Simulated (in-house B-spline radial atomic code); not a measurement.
# Pr⁺ in a hard spherical wall

Aim: energy and levels of Pr⁺ squeezed by an impenetrable sphere of shrinking radius. More than one configuration is followed.

The numbers are computed with in-house B-spline radial atomic code version 1 (Dirac-Coulomb LDA (Slater, VWN5), spherical fractional occupations, Fermi nucleus, basis-set limit), except any that are marked as measured or tabulated.

## Step 1: Starting point

* element: praseodymium (Z = 59)
* charge: +1
* electrons: 58
* configuration: [Xe] 4f3 6s1
* Hamiltonian: Dirac-Coulomb
* nucleus: Fermi, rms radius 4.892 fm

The outer shells:

[Xe] 4f3 6s1
```
[Xe] core
4f [↑ ][↑ ][↑ ][  ][  ][  ][  ]
6s [↑ ]
```

The boxes only draw the filling; these runs are spin-restricted and spherical.

## Step 2: Reference run without a wall

The run's settings:

```ini
Z = 59
electrons = 58.0
configuration = [Xe] 4f3 6s1
hamiltonian = dirac
method = lda,vwn
spin_polarised = False
nucleus = fermi
rms_radius = 4.8919
mass_number = 141
atomic_mass = 140.907659604
speed_of_light = 137.035999084
```

## Step 3: Wall at 6.41 bohr, configuration [Xe] 4f3 6s1

Changes to the settings of step 2:

```diff
@@ -11 +11,2 @@
 speed_of_light = 137.035999084
+wall_radius = 6.41
```

## Step 4: Wall at 3.18 bohr, configuration [Xe] 4f3 6s1

Changes to the settings of step 3:

```diff
@@ -11,2 +11,2 @@
 speed_of_light = 137.035999084
-wall_radius = 6.41
+wall_radius = 3.18
```

## Step 5: Wall at 1.26 bohr, configuration [Xe] 4f3 6s1

Changes to the settings of step 4:

```diff
@@ -11,2 +11,2 @@
 speed_of_light = 137.035999084
-wall_radius = 3.18
+wall_radius = 1.26
```

## Step 6: Wall at 6.41 bohr, configuration [Xe] 4f3 6p1

The run's settings:

```ini
Z = 59
electrons = 58.0
configuration = [Xe] 4f3 6p1
hamiltonian = dirac
method = lda,vwn
spin_polarised = False
nucleus = fermi
rms_radius = 4.8919
mass_number = 141
atomic_mass = 140.907659604
speed_of_light = 137.035999084
wall_radius = 6.41
```

## Step 7: Wall at 3.18 bohr, configuration [Xe] 4f3 6p1

Changes to the settings of step 6:

```diff
@@ -11,2 +11,2 @@
 speed_of_light = 137.035999084
-wall_radius = 6.41
+wall_radius = 3.18
```

## Step 8: Wall at 1.26 bohr, configuration [Xe] 4f3 6p1

Changes to the settings of step 7:

```diff
@@ -11,2 +11,2 @@
 speed_of_light = 137.035999084
-wall_radius = 3.18
+wall_radius = 1.26
```

## Step 9: Wall at 6.41 bohr, configuration [Kr] 4d10 4f3 5s2 5p5 6s1 6f1

The run's settings:

```ini
Z = 59
electrons = 58.0
configuration = [Kr] 4d10 4f3 5s2 5p5 6s1 6f1
hamiltonian = dirac
method = lda,vwn
spin_polarised = False
nucleus = fermi
rms_radius = 4.8919
mass_number = 141
atomic_mass = 140.907659604
speed_of_light = 137.035999084
wall_radius = 6.41
```

## Step 10: Wall at 3.18 bohr, configuration [Kr] 4d10 4f3 5s2 5p5 6s1 6f1

Changes to the settings of step 9:

```diff
@@ -11,2 +11,2 @@
 speed_of_light = 137.035999084
-wall_radius = 6.41
+wall_radius = 3.18
```

## Step 11: Wall at 1.26 bohr, configuration [Kr] 4d10 4f3 5s2 5p5 6s1 6f1

Changes to the settings of step 10:

```diff
@@ -11,2 +11,2 @@
 speed_of_light = 137.035999084
-wall_radius = 3.18
+wall_radius = 1.26
```

What do the energy and the highest level do as the wall closes in, and which configuration is lower at each radius?

The runs gave:

| configuration | radius (bohr) | energy above the free system (eV) | highest level (eV) |
| --- | --- | --- | --- |
| [Xe] 4f3 6s1 | 6.41 | 0.937 | -6.375 (4f7/2) |
| [Xe] 4f3 6s1 | 3.18 | 53.045 | 31.355 (6s1/2) |
| [Xe] 4f3 6s1 | 1.26 | 3706.54 | 942.80 (6s1/2) |
| [Xe] 4f3 6p1 | 6.41 | 5.215 | -2.832 (6p3/2) |
| [Xe] 4f3 6p1 | 3.18 | 68.314 | 47.965 (6p3/2) |
| [Xe] 4f3 6p1 | 1.26 | 3756.64 | 1004.69 (6p3/2) |
| [Kr] 4d10 4f3 5s2 5p5 6s1 6f1 | 6.41 | 48.998 | 18.666 (6f7/2) |
| [Kr] 4d10 4f3 5s2 5p5 6s1 6f1 | 3.18 | 181.18 | 111.59 (6f7/2) |
| [Kr] 4d10 4f3 5s2 5p5 6s1 6f1 | 1.26 | 4355.56 | 1023.03 (6f7/2) |

**Reading.** For [Xe] 4f3 6s1 the energy above the free reference is 0.937 eV at 6.41 bohr and 3706.54 eV at 1.26 bohr. Its highest level passes zero between 6.41 and 3.18 bohr; in smaller spheres the level is positive, pushed up by confinement, and the wall keeps the electron in. Of [Xe] 4f3 6s1 and [Xe] 4f3 6p1, the first stays lower at every radius that both share. At 1.26 bohr the lowest of all 3 is [Xe] 4f3 6s1. A hard wall is a crude model of an atom's surroundings.
